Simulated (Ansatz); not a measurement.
# K+ with Si₂H₆: superposition error and deformation, part 2 of 2

Ansatz 0.2.0, Gaussian basis. Earlier steps stand in the parts before.

**11. B3LYP-D4/def2-TZVPPD**

free-b/in.yaml

```yaml
crystal:
  periodic: [false, false, false]
  atoms:
    - {symbol: Si, position_ang: [-0.385761, -0.294910, 1.575231]}
    - {symbol: Si, position_ang: [0.523489, 0.217597, -0.517213]}
    - {symbol: H, position_ang: [-1.808549, -0.702995, 1.426535]}
    - {symbol: H, position_ang: [0.365963, -1.411870, 2.207810]}
    - {symbol: H, position_ang: [-0.321820, 0.889667, 2.472734]}
    - {symbol: H, position_ang: [-0.236344, 1.329710, -1.148606]}
    - {symbol: H, position_ang: [0.457906, -0.970240, -1.410272]}
    - {symbol: H, position_ang: [1.945606, 0.631145, -0.378833]}
basis:
  gaussian: {orbitals: "def2-TZVPPD.json"}
hamiltonian: {xc: {name: B3LYP}, dispersion: d4}
```

The run is started by

```bash
$ ansatz run in.yaml --threads 4 --pin off --events-out ev --progress --plain --max-ram 9574MiB
```

Output:

```text
Functional definition: B3LYP
  name "B3LYP"
  cite "Stephens, Devlin, Chabalowski & Frisch, J. Phys. Chem. 98, 11623 (1994) doi:10.1021/j100096a001"
  cite "Becke, Phys. Rev. A 38, 3098 (1988) doi:10.1103/PhysRevA.38.3098"
  cite "Lee, Yang & Parr, Phys. Rev. B 37, 785 (1988) doi:10.1103/PhysRevB.37.785"
  cite "Vosko, Wilk & Nusair, Can. J. Phys. 58, 1200 (1980) doi:10.1139/p80-159"
  parameter a0 = 0.2
  parameter ax = 0.72
  parameter ac = 0.81
  exchange = (1 - a0 - ax)*slater_x + ax*b88_x + a0*exact_x
  correlation = (1 - ac)*vwn_rpa_c + ac*lyp_c
984 factors; their error is unknown
mean field evaluation 1: about -15853.8495 eV, gradient 1.4e1 eV
mean field evaluation 2: about -15854.4139 eV, gradient 6.3e0 eV
mean field evaluation 4: about -15854.5357 eV, gradient 3.0e-1 eV
mean field evaluation 8: about -15854.5514 eV, gradient 3.2e-3 eV
mean field -15854.55135587 eV, -582.6440157272 hartree, gradient 3.2e-5 eV, S^2 0.000000; 0 other end points of the search recorded, 0 dependent functions left out
reference -15854.55162819 eV, -582.6440257348 hartree; 17, 17 occupied and 181, 181 virtual orbitals, 984 factors
Total energy: -15854.76249823 eV, -582.6517750659 hartree
```

Wall time 1.7 s (4 threads of Arm Neoverse V1, shared host).

**12. wB97X-V/def2-TZVPPD**

Edit free-b/in.yaml of step 11 so:

```diff
@@ -13,2 +13,2 @@
   gaussian: {orbitals: "def2-TZVPPD.json"}
-hamiltonian: {xc: {name: B3LYP}, dispersion: d4}
+hamiltonian: {xc: {name: wB97X-V}}
```

The run is started by

```bash
$ ansatz run in.yaml --threads 4 --pin off --events-out ev --progress --plain --max-ram 9574MiB
```

Output, shortened:

```text
[... 5 set-up lines as earlier in the session ...]
[...]
      + integral(e_c_pw_opposite_spin*poly(b97_u_opposite, cos0, cos1)) + vv10(b, c)
984 factors; their error is unknown
296 factors; integrals over basis functions are off by at most 1.8e-5 eV
[...]
mean field -15850.64584897 eV, -582.5004909960 hartree, gradient 5.7e-5 eV, S^2 0.000000; 0 other end points of the search recorded, 0 dependent functions left out
reference -15850.64584666 eV, -582.5004909111 hartree; 17, 17 occupied and 181, 181 virtual orbitals, 984 factors
Total energy: -15850.64584666 eV, -582.5004909111 hartree
```

It took 4.4 s on 4 threads of Arm Neoverse V1, shared host.

**13. wB97M-V/def2-TZVPPD**

Edit free-b/in.yaml of step 12 so:

```diff
@@ -13,2 +13,2 @@
   gaussian: {orbitals: "def2-TZVPPD.json"}
-hamiltonian: {xc: {name: wB97X-V}}
+hamiltonian: {xc: {name: wB97M-V}}
```

The run is started by

```bash
$ ansatz run in.yaml --threads 4 --pin off --events-out ev --progress --plain --max-ram 9574MiB
```

Output, shortened:

```text
[... 5 set-up lines as earlier in the session ...]
  # Of w^i u^j: cxij and so on, Table III.
[...]
  gx(w, u) = 1 - cx + cx01*u + cx10*w
  gss(w, u) = css00 + css04*u^4 + css10*w + css20*w^2 + css43*w^4*u^3
  gos(w, u) = cos00 + cos10*w + (cos20 + cos21*u)*w^2 + (cos60 + cos61*u)*w^6
[...]
      + integral(e_c_pw_mod_opposite_spin*gos(b97_w_opposite, b97_u_opposite)) + vv10(b, c)
974 factors; their error is unknown
296 factors; integrals over basis functions are off by at most 1.8e-5 eV
[...]
mean field -15851.24658693 eV, -582.5225677090 hartree, gradient 1.8e-5 eV, S^2 0.000000; 0 other end points of the search recorded, 0 dependent functions left out
reference -15851.24664483 eV, -582.5225698367 hartree; 17, 17 occupied and 181, 181 virtual orbitals, 974 factors
Total energy: -15851.24664483 eV, -582.5225698367 hartree
```

Wall time 4.3 s (4 threads of Arm Neoverse V1, shared host); peak memory 0.53 GiB.

**14. B2PLYP/def2-TZVPPD**

Edit free-b/in.yaml of step 13 so:

```diff
@@ -13,2 +13,2 @@
   gaussian: {orbitals: "def2-TZVPPD.json"}
-hamiltonian: {xc: {name: wB97M-V}}
+hamiltonian: {xc: {name: B2PLYP}}
```

The run is started by

```bash
$ ansatz run in.yaml --threads 4 --pin off --events-out ev --progress --plain --max-ram 9574MiB
```

Output, shortened:

```text
[... 5 set-up lines as earlier in the session ...]
[...]
1086 factors; integrals over basis functions are off by at most 6.6e-4 eV
[...]
mean field -15843.86715441 eV, -582.2513785658 hartree, gradient 4.2e-6 eV, S^2 0.000000; 0 other end points of the search recorded, 0 dependent functions left out
10 core orbitals not correlated: weight in the atoms' cores, before any rotation towards them, 1.000 or more for the frozen orbitals, at most 0.000 for the correlated occupied ones
reference -15843.86732730 eV, -582.2513849194 hartree; 7, 7 occupied and 181, 181 virtual orbitals, 1086 factors
second order -8.94815210 eV of doubles, -0.00000000 eV of singles
Total energy: -15846.28332837 eV, -582.3401713210 hartree
```

Wall time 2.5 s (4 threads of Arm Neoverse V1, shared host).

**15. BLYP-D4/def2-TZVPPD**

Edit free-b/in.yaml of step 14 so:

```diff
@@ -13,2 +13,2 @@
   gaussian: {orbitals: "def2-TZVPPD.json"}
-hamiltonian: {xc: {name: B2PLYP}}
+hamiltonian: {xc: {name: BLYP}, dispersion: d4}
```

The run is started by

```bash
$ ansatz run in.yaml --threads 4 --pin off --events-out ev --progress --plain --max-ram 9574MiB
```

Output:

```text
Functional definition: BLYP
  name "BLYP"
[... 2 set-up lines as earlier in the session ...]
  parameter beta = 0.0042
  parameter a = 0.04918
  parameter b = 0.132
  parameter c = 0.2533
  parameter d = 0.349
  exchange = b88_x(beta = beta)
  correlation = lyp_c(a = a, b = b, c = c, d = d)
964 factors; their error is unknown
mean field evaluation 1: about -15850.9945 eV, gradient 2.0e1 eV
mean field evaluation 2: about -15852.1239 eV, gradient 1.1e1 eV
mean field evaluation 4: about -15852.6005 eV, gradient 5.6e-1 eV
mean field evaluation 8: about -15852.5693 eV, gradient 3.9e-1 eV
mean field evaluation 16: about -15852.5694 eV, gradient 3.1e-5 eV
mean field -15852.56944167 eV, -582.5711817239 hartree, gradient 3.1e-5 eV, S^2 0.000000; 0 other end points of the search recorded, 0 dependent functions left out
reference -15852.56981145 eV, -582.5711953130 hartree; 17, 17 occupied and 181, 181 virtual orbitals, 964 factors
Total energy: -15852.85386060 eV, -582.5816339267 hartree
```

Wall time 1.4 s (4 threads of Arm Neoverse V1, shared host).

**16. revPBE-D4/def2-TZVPPD**

Edit free-b/in.yaml of step 15 so:

```diff
@@ -13,2 +13,2 @@
   gaussian: {orbitals: "def2-TZVPPD.json"}
-hamiltonian: {xc: {name: BLYP}, dispersion: d4}
+hamiltonian: {xc: {name: revPBE}, dispersion: d4}
```

The run is started by

```bash
$ ansatz run in.yaml --threads 4 --pin off --events-out ev --progress --plain --max-ram 9574MiB
```

Output, shortened:

```text
Functional definition: revPBE
  name "revPBE"
  cite "Zhang & Yang, Phys. Rev. Lett. 80, 890 (1998) doi:10.1103/PhysRevLett.80.890"
[... 1 set-up line as earlier in the session ...]
  parameter kappa = 1.245
[... 3 set-up lines as earlier in the session ...]
964 factors; their error is unknown
mean field evaluation 1: about -15848.6064 eV, gradient 1.7e1 eV
mean field evaluation 2: about -15849.5526 eV, gradient 8.9e0 eV
mean field evaluation 4: about -15849.8549 eV, gradient 4.8e-1 eV
mean field evaluation 8: about -15849.8248 eV, gradient 3.7e-1 eV
mean field -15849.82499327 eV, -582.4703251054 hartree, gradient 7.3e-5 eV, S^2 0.000000; 0 other end points of the search recorded, 0 dependent functions left out
reference -15849.82505254 eV, -582.4703272835 hartree; 17, 17 occupied and 181, 181 virtual orbitals, 964 factors
Total energy: -15850.20054226 eV, -582.4841262761 hartree
```

Run time: 1.1 s. Hardware: 4 threads of Arm Neoverse V1, shared host.

**17. B97M-V/def2-TZVPPD**

Edit free-b/in.yaml of step 16 so:

```diff
@@ -13,2 +13,2 @@
   gaussian: {orbitals: "def2-TZVPPD.json"}
-hamiltonian: {xc: {name: revPBE}, dispersion: d4}
+hamiltonian: {xc: {name: B97M-V}}
```

The run is started by

```bash
$ ansatz run in.yaml --threads 4 --pin off --events-out ev --progress --plain --max-ram 9574MiB
```

Output, shortened:

```text
[... 5 set-up lines as earlier in the session ...]
  # Of w^i u^j: cxij and so on, Table III.
[...]
  gx(w, u) = cx00 + cx01*u + cx02*u^2 + (cx10 + cx11*u)*w
  gss(w, u) = css00 + css02*u^2 + css10*w + (css32*w^3 + css42*w^4)*u^2
  gos(w, u) = cos00 + cos01*u + cos03*u^3 + cos10*w + cos32*w^3*u^2
[...]
      + integral(e_c_pw_mod_opposite_spin*gos(b97_w_opposite, b97_u_opposite)) + vv10(b, c)
964 factors; their error is unknown
[...]
mean field -15849.09970382 eV, -582.4436712096 hartree, gradient 1.8e-5 eV, S^2 0.000000; 0 other end points of the search recorded, 0 dependent functions left out
reference -15849.09977279 eV, -582.4436737443 hartree; 17, 17 occupied and 181, 181 virtual orbitals, 964 factors
Total energy: -15849.09977279 eV, -582.4436737443 hartree
```

Wall time 4.4 s (4 threads of Arm Neoverse V1, shared host).

**18. HSE06-D4/def2-TZVPPD**

Edit free-b/in.yaml of step 17 so:

```diff
@@ -13,2 +13,2 @@
   gaussian: {orbitals: "def2-TZVPPD.json"}
-hamiltonian: {xc: {name: B97M-V}}
+hamiltonian: {xc: hse06, dispersion: d4}
```

The run is started by

```bash
$ ansatz run in.yaml --threads 4 --pin off --events-out ev --progress --plain --max-ram 9574MiB
```

Output, shortened:

```text
Functional definition: HSE06
  name "HSE06"
  cite "Heyd, Scuseria & Ernzerhof, J. Chem. Phys. 118, 8207 (2003) doi:10.1063/1.1564060"
  cite "Krukau, Vydrov, Izmaylov & Scuseria, J. Chem. Phys. 125, 224106 (2006) doi:10.1063/1.2404663"
  cite "Heyd & Scuseria, J. Chem. Phys. 120, 7274 (2004) doi:10.1063/1.1668634"
  cite "Ernzerhof & Perdew, J. Chem. Phys. 109, 3313 (1998) doi:10.1063/1.476928"
[... 2 set-up lines as earlier in the session ...]
[...]
  # The whole range is PBE's own exchange, as in plane waves. The composition of these papers is wPBEh.
[...]
998 factors; their error is unknown
108 factors; integrals over basis functions are off by at most 3.7e-6 eV
[...]
mean field -15845.87471201 eV, -582.3251549468 hartree, gradient 7.8e-5 eV, S^2 0.000000; 0 other end points of the search recorded, 0 dependent functions left out
reference -15845.87475725 eV, -582.3251566093 hartree; 17, 17 occupied and 181, 181 virtual orbitals, 998 factors
Total energy: -15845.97722892 eV, -582.3289223737 hartree
```

Wall time 1.6 s (4 threads of Arm Neoverse V1, shared host).

**19. CCSD(T)/def2-TZVPPD**

Edit free-b/in.yaml of step 18 so:

```diff
@@ -13,2 +13,2 @@
   gaussian: {orbitals: "def2-TZVPPD.json"}
-hamiltonian: {xc: hse06, dispersion: d4}
+correlation: {method: ccsd_t}
```

The run is started by

```bash
$ ansatz run in.yaml --threads 4 --pin off --events-out ev --progress --plain --max-ram 9574MiB
```

Output, shortened:

```text
[... 4 set-up lines as earlier in the session ...]
[...]
1086 factors; integrals over basis functions are off by at most 6.6e-4 eV
[...]
mean field -15819.76732391 eV, -581.3657261301 hartree, gradient 8.4e-6 eV, S^2 0.000000; 0 other end points of the search recorded, 0 dependent functions left out
10 core orbitals not correlated: weight in the atoms' cores, before any rotation towards them, 1.000 or more for the frozen orbitals, at most 0.000 for the correlated occupied ones
reference -15819.76732391 eV, -581.3657261301 hartree; 7, 7 occupied and 181, 181 virtual orbitals, 1086 factors
second order -7.24433162 eV of doubles, -0.00000000 eV of singles
cycle   1  -8.23846717 eV  change   -9.9e-1 eV  update   7.5e-2
[...]
cycle   8  -8.61284346 eV  change   -1.1e-5 eV  update   1.3e-5
perturbative correction -0.25926919 eV, -0.0095279671 hartree
Total energy: -15828.63943655 eV, -581.6917702562 hartree
```

Wall time 13 s (4 threads of Arm Neoverse V1, shared host); peak memory 2.1 GiB.

**20. The split**

```
      method  interaction with counterpoise (kJ/mol)  without  superposition error  deformation  binding energy
      PBE-D4                                  -39.64   -40.12                 0.49         3.31          -36.33
   revPBE-D4                                  -44.43   -44.88                 0.45         3.32          -41.11
     BLYP-D4                                  -46.45   -47.04                 0.59         3.59          -42.87
   r2SCAN-D4                                  -31.25   -31.62                 0.37         3.76          -27.48
      B97M-V                                  -29.90   -30.22                 0.32         3.78          -26.13
     PBE0-D4                                  -37.75   -38.13                 0.38         3.76          -33.99
    B3LYP-D4                                  -43.77   -44.26                 0.48         3.96          -39.82
    HSE06-D4                                  -37.72   -38.10                 0.37         3.75          -33.97
     wB97X-V                                  -29.68   -30.11                 0.42         4.02          -25.66
     wB97M-V                                  -30.38   -30.74                 0.35         4.02          -26.36
      B2PLYP                                  -28.37   -29.13                 0.77         4.12          -24.25
Hartree-Fock                                  -25.65   -25.89                 0.24         4.77          -20.88
         MP2                                  -28.67   -30.34                 1.67         4.24          -24.43
        CCSD                                  -28.06   -29.78                 1.72         4.12          -23.95
     CCSD(T)                                  -28.39   -30.17                 1.78         4.00          -24.39
```

**21. Outcome**

The summary covers parts 1 to 2.

| quantity | value |
| --- | --- |
| interaction, CCSD(T) | -28.39 kJ/mol |
| superposition error | 1.78 kJ/mol |
| deformation | 4.00 kJ/mol |
| binding energy | -24.39 kJ/mol |

In words: In this basis the superposition error is 1.78 kJ/mol for CCSD(T) and 0.43 kJ/mol on average for the plain functionals: correlated methods borrow far more, since they need many more functions to converge. Deformation takes back 14 % of the interaction.
